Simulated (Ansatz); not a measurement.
# ScAl (L11 type): how the settings move a single-point run

Aim: see which settings change the result for ScAl (L11 type), by how much, and at what cost.

Program: Ansatz 0.2.0. Level of theory: reference: DFT, LDA, PAW with Ansatz's default frozen-core files, scalar-relativistic. These are calculated values, not measurements.

1 further run of the same task is left out (set aside as unsound or not needed).

### Step 1. The structure to begin with

It takes space group R-3m (No. 166, trigonal). The conventional cell has a = 3.166 Å, b = 3.166 Å, c = 13.531 Å, α = 90.00°, β = 90.00°, γ = 120.00°. Al (site symmetry -3m) has 6 Sc at 2.90 Å and 6 Al at 3.17 Å as nearest neighbours. Around Sc (site symmetry -3m) lie 6 Al at 2.90 Å and 6 Sc at 3.17 Å.

Structure file:

```
CELL_PARAMETERS angstrom
1.58286 -0.91386 4.51040
0.00000 1.82773 4.51040
-1.58286 -0.91386 4.51040
ATOMIC_POSITIONS crystal
Al 0.00000 0.00000 0.00000
Sc 0.50000 0.50000 0.50000
```

### Step 2. The reference run

Contents of input.yaml:

```yaml
crystal:
  lattice:
    - [1.5828569181, -0.9138628677, 4.5104015995]
    - [0.0, 1.8277257355, 4.5104015995]
    - [-1.5828569181, -0.9138628677, 4.5104015995]
  atoms:
    - { symbol: Al, position: [0.0, 0.0, 0.0] }
    - { symbol: Sc, position: [0.5, 0.5, 0.5] }
kpoints:
  mp_grid: { grid: [14, 14, 14] }
scf:
  occupations: { method: fermi_dirac, width: 0.05 }
hamiltonian:
  xc: lda
  pseudopotentials: { kind: paw }
output:
  forces: true
  stress: true
  eigenvalues: true
  efg: { contact_densities: true }
basis:
  ecutwfc: 500
```

Command:

```
$ ansatz run input.yaml --threads 1 --pin off --max-ram 2048MiB --backend cpu --events-out ev --progress --plain --runs-dir out
```

### Step 3. Changing settings: dispersion d4, ecutwfc 500 eV

Edit input.yaml of step 2 so:

```diff
@@ -15,2 +15,3 @@
   pseudopotentials: { kind: paw }
+  dispersion: d4
 output:
@@ -20,3 +21,7 @@
   efg: { contact_densities: true }
+  write_density: true
+  write_potential: true
+  elf: true
+  volumetric_format: npy
 basis:
-  ecutwfc: 500
+  ecutwfc: "500 eV"
```

### Step 4. Changed: accuracy high

Edit input.yaml of step 2 so:

```diff
@@ -20,3 +20,8 @@
   efg: { contact_densities: true }
+  write_density: true
+  write_potential: true
+  elf: true
+  volumetric_format: npy
 basis:
   ecutwfc: 500
+accuracy: high
```

Q: Predict the outcome of this session. Wanted: for each run, ending; energy change; pressure; gap; force.

**Answer**, as computed:

```tsv
run	ending	energy change	pressure (GPa)	gap (eV)	force (eV/Å)	cycles	time
reference	converged	0	0.0	0.00	0.00	6	19 s
1: dispersion d4, ecutwfc 500 eV	converged	-310.2 meV/atom (offset of the dispersion model)	-2.5	0.00	0.00	6	25 s
2: accuracy high	converged	0.0 meV/atom	0.0	0.00	0.00	8	27 s
```

Times don't compare one to one where runs were asked for different outputs or read a saved state (see the inputs); cycles may leave out searches for a lower state.

Residual by cycle in the longest SCF loop of each run; runs are numbered as in the table. The quantity is the density residual dr2, in eV.

```tsv
cycle	reference	run 1	run 2
1	0.00611	0.0061	0.00611
2	0.00175	0.00175	0.00175
3	1.5e-5	1.5e-5	1.5e-5
4	2.3e-6	2.1e-6	2.1e-6
5	2.2e-7	2.2e-7	2.3e-7
6	2.4e-9	2.2e-9	2.5e-9
7	-	-	3.7e-11
8	-	-	3.3e-13
```

What this shows: «accuracy high» leaves the energy as it was. The pressure spans -2.5 to 0.0 GPa over the reference and the converged variants.
